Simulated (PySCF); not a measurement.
# [Lu(H2O)7]3+: other functionals and bases at one geometry

Aim: see how levels, charges and forces of [Lu(H2O)7]3+ depend on the level of theory. The structure is generated, not taken from experiment.

Program: PySCF 2.14.0. Level of theory: several levels, as the steps say, no spin–orbit coupling. These are calculated values, not measurements.

5 further runs of the same task are left out: 2 for a known fault of the program, 2 that didn't finish, 1 set aside as unsound or not needed.

## 1. Where the work starts

22 atoms, charge 3, spin multiplicity 1.

Bond lengths: Lu1–O2 2.312 Å, Lu1–O5 2.312 Å, Lu1–O8 2.395 Å, Lu1–O11 2.377 Å, Lu1–O14 2.389 Å, Lu1–O17 2.389 Å, Lu1–O20 2.377 Å, O2–H3 0.979 Å, O2–H4 0.979 Å, O5–H6 0.979 Å, O5–H7 0.979 Å, O8–H9 0.975 Å, O8–H10 0.975 Å, O11–H12 0.975 Å, O11–H13 0.975 Å, O14–H15 0.975 Å, O14–H16 0.975 Å, O17–H18 0.975 Å and more. Angles: O2–Lu1–O5 179.7°, O2–Lu1–O8 90.2°, O2–Lu1–O11 90.1°, O2–Lu1–O14 89.9°, O2–Lu1–O17 89.9°, O2–Lu1–O20 90.1°, O5–Lu1–O8 90.2°, O5–Lu1–O11 90.1°, O5–Lu1–O14 89.9°, O5–Lu1–O17 89.9°, O5–Lu1–O20 90.1°, O8–Lu1–O11 71.9°, O8–Lu1–O14 143.9°, O8–Lu1–O17 143.9°, O8–Lu1–O20 71.9°, O11–Lu1–O14 72.0°, O11–Lu1–O17 144.2°, O11–Lu1–O20 143.9° and more.

As a file:

```xyz
22
H14LuO7
Lu    0.0004    0.0000    0.0000
O    -0.0062    0.0000    2.3123
H     0.7591    0.0000    2.9224
H    -0.7759    0.0000    2.9171
O    -0.0062    0.0000   -2.3123
H     0.7591    0.0000   -2.9224
H    -0.7759    0.0000   -2.9171
O     2.3959    0.0000    0.0000
H     3.0030    0.0000    0.7633
H     3.0030    0.0000   -0.7633
O     0.7378    2.2597    0.0000
H     0.9014    2.8375    0.7685
H     0.9014    2.8375   -0.7685
O    -1.9299    1.4073    0.0000
H    -2.3944    1.7942    0.7654
H    -2.3944    1.7942   -0.7654
O    -1.9299   -1.4073    0.0000
H    -2.3944   -1.7942    0.7654
H    -2.3944   -1.7942   -0.7654
O     0.7378   -2.2597    0.0000
H     0.9014   -2.8375    0.7685
H     0.9014   -2.8375   -0.7685
```

Formal oxidation states: Lu +3. Each metal's 14 4f electrons lie in its core potential, so multiplicities, spins and levels count the valence alone. An earlier session relaxed this geometry at r2SCAN, Lu lcecp-1-SVP with ECP60, O def2-SVP, H def2-SVP (singlet, point group C2v).

At r2SCAN on the finer grid: E = -573.565962 Eh, HOMO -19.42 eV, LUMO -13.28 eV, Mulliken charge on Lu1 +1.07 e, largest force component 0.074 eV/Å. 

Levels to run: HF; B3LYP; TPSSh; BP86; r2SCAN, TZVP. Hardware: 4 threads of Intel Xeon 6975P-C (Granite Rapids), shared host.

## 2. HF

run.py (the lines that set the calculation) reads:

```python
mol = gto.M(atom='''
Lu     0.00045     0.00000     0.00000
O     -0.00623     0.00000     2.31228
H      0.75915     0.00000     2.92242
H     -0.77589     0.00000     2.91707
O     -0.00623     0.00000    -2.31228
H      0.75915     0.00000    -2.92242
H     -0.77589     0.00000    -2.91707
O      2.39587     0.00000     0.00000
H      3.00305     0.00000     0.76335
H      3.00305     0.00000    -0.76335
O      0.73782     2.25973     0.00000
H      0.90137     2.83751     0.76848
H      0.90137     2.83751    -0.76848
O     -1.92989     1.40726     0.00000
H     -2.39445     1.79424     0.76536
H     -2.39445     1.79424    -0.76536
O     -1.92989    -1.40726     0.00000
H     -2.39445    -1.79424     0.76536
H     -2.39445    -1.79424    -0.76536
O      0.73782    -2.25973     0.00000
H      0.90137    -2.83751     0.76848
H      0.90137    -2.83751    -0.76848''',
    basis={'Lu': 'lcecp-1-SVP', 'O': 'def2-SVP', 'H': 'def2-SVP'},
    ecp={'Lu': 'lcecp-1-SVP'},
    charge=3, spin=0)
mf = scf.RHF(mol)
mf = mf.density_fit()  # fitting sets: Lu AutoAux, O def2-universal-JKFIT, H def2-universal-JKFIT
mf.conv_tol = 1e-08; mf.max_cycle = 55
mf.kernel(dm0)  # dm0: the density of the relaxed state
```

Started as:

```bash
OMP_NUM_THREADS=4 python run.py
```

## 3. B3LYP

run.py (the lines that set the calculation): that of step 2 with these lines changed.

```diff
@@ -26,3 +26,4 @@
     charge=3, spin=0)
-mf = scf.RHF(mol)
+mf = dft.RKS(mol, xc='B3LYP')
+mf.grids.atom_grid = (75, 302)  # f atoms: unpruned, at least (60, 302)
 mf = mf.density_fit()  # fitting sets: Lu AutoAux, O def2-universal-JKFIT, H def2-universal-JKFIT
```

## 4. TPSSh

run.py (the lines that set the calculation): that of step 3 with these lines changed.

```diff
@@ -26,3 +26,3 @@
     charge=3, spin=0)
-mf = dft.RKS(mol, xc='B3LYP')
+mf = dft.RKS(mol, xc='TPSSH')
 mf.grids.atom_grid = (75, 302)  # f atoms: unpruned, at least (60, 302)
```

## 5. BP86

run.py (the lines that set the calculation): that of step 4 with these lines changed.

```diff
@@ -26,3 +26,3 @@
     charge=3, spin=0)
-mf = dft.RKS(mol, xc='TPSSH')
+mf = dft.RKS(mol, xc='B88,P86')
 mf.grids.atom_grid = (75, 302)  # f atoms: unpruned, at least (60, 302)
```

## 6. r2SCAN, TZVP

Basis: Lu lcecp-1-TZVP with ECP60, O def2-TZVP, H def2-TZVP. 

run.py (the lines that set the calculation): that of step 5 with these lines changed.

```diff
@@ -23,6 +23,6 @@
 H      0.90137    -2.83751    -0.76848''',
-    basis={'Lu': 'lcecp-1-SVP', 'O': 'def2-SVP', 'H': 'def2-SVP'},
-    ecp={'Lu': 'lcecp-1-SVP'},
+    basis={'Lu': 'lcecp-1-TZVP', 'O': 'def2-TZVP', 'H': 'def2-TZVP'},
+    ecp={'Lu': 'lcecp-1-TZVP'},
     charge=3, spin=0)
-mf = dft.RKS(mol, xc='B88,P86')
+mf = dft.RKS(mol, xc='R2SCAN')
 mf.grids.atom_grid = (75, 302)  # f atoms: unpruned, at least (60, 302)
@@ -30,2 +30,2 @@
 mf.conv_tol = 1e-08; mf.max_cycle = 55
-mf.kernel(dm0)  # dm0: the density of the relaxed state
+mf.kernel(dm0)  # dm0: free metal ions and neutral atoms
```

Q: Predict the outcome of this session. Wanted: for each run, HOMO; gap; charge on Lu1; dipole; largest force.

As calculated:

| level | state | HOMO (eV) | gap (eV) | charge on Lu1 (e) | dipole (D) | largest force (eV/Å) | basis functions | time |
| --- | --- | --- | --- | --- | --- | --- | --- | --- |
| r2SCAN (relaxed here) | singlet | -19.42 | 6.14 | 1.07 | 0.00 | 0.07 | 201 | 21 s |
| HF | singlet | -25.78 | 16.86 | 1.67 | 0.01 | 1.54 | 201 | 6 s |
| B3LYP | singlet | -20.54 | 7.74 | 0.99 | 0.01 | 0.05 | 201 | 16 s |
| TPSSh | singlet | -19.84 | 6.93 | 1.04 | 0.00 | 0.16 | 201 | 23 s |
| BP86 | singlet | -19.05 | 5.35 | 0.84 | 0.01 | 0.48 | 201 | 16 s |
| r2SCAN, TZVP | singlet | -19.49 | 6.15 | 1.71 | 0.00 | 0.25 | 348 | 73 s |

Times are on 4 threads of Intel Xeon 6975P-C (Granite Rapids), shared host; the first row also made further properties. The dipole of a charged species depends on the origin, so these sizes hold for this origin alone.

In one basis the HOMO–LUMO gap runs from 5.35 eV (BP86) to 16.86 eV (HF). The largest leftover force, 1.54 eV/Å with HF, stands at a geometry relaxed at another level. The Mulliken charge on Lu spans +0.84 to +1.71 e over the levels. With 4f in the core, its levels are missing from HOMO and gap. Total energies of different levels can't be compared. Spin–orbit coupling is left out throughout.
